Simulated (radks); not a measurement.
**Cu²¹⁺ in [He] 2s2 2p3 3d1: an all-electron calculation**

Wanted: eigenvalues, radial structure and energy terms of the copper ion Cu21+.

Program: radks (a radial shooting solver on a logarithmic mesh, Libxc functionals) version 1. Level of theory: Dirac Kohn-Sham, PBE, spin-unpolarised, spherical densities, finite nucleus; open shells are shared between the two j in proportion to 2j + 1. These are calculated values, not measurements, unless marked.

### Step 1. Starting point

| Property | Result |
| --- | --- |
| element | copper (Z = 29) |
| charge | +21 |
| electrons | 8 |
| configuration | [He] 2s2 2p3 3d1 |
| nuclear rms radius | 3.8823 fm |

Outer shells as boxes (Hund's rule):

Cu²¹⁺
```
[He] core
2s [↑↓]
2p [↑ ][↑ ][↑ ]
3d [↑ ][  ][  ][  ][  ]
```

### Step 2. Self-consistent calculation

The run's settings:

```text
Z 29
configuration [He] 2s2 2p3 3d1
relativity Dirac
functional pbe,pbe
spin unpolarised
j_filling average
nucleus finite rms 3.8823 fm
c 137.035999084
```

**Question.** What will this run give?

As calculated:

```
                        quantity                    value
                    total energy      -1285.10828 hartree
exchange-correlation share of it                   2.78 %
                            −T/E                   1.0206
          highest occupied level        3d5/2, -730.72 eV
    most extended occupied level  3d5/2, <r> = 0.456 bohr
 radius at density 0.001 e/bohr³                1.15 bohr
    maxima of the radial density                        2
```

**Reading.** The radial density shows 2 maxima for 3 occupied principal shells; where shells overlap, one shows as a shoulder or not at all. Relativity lifts −T/E to 1.021. This is not the tabulated ground configuration, so its levels and sizes aren't those of the ground state, and no measured value stands beside it.
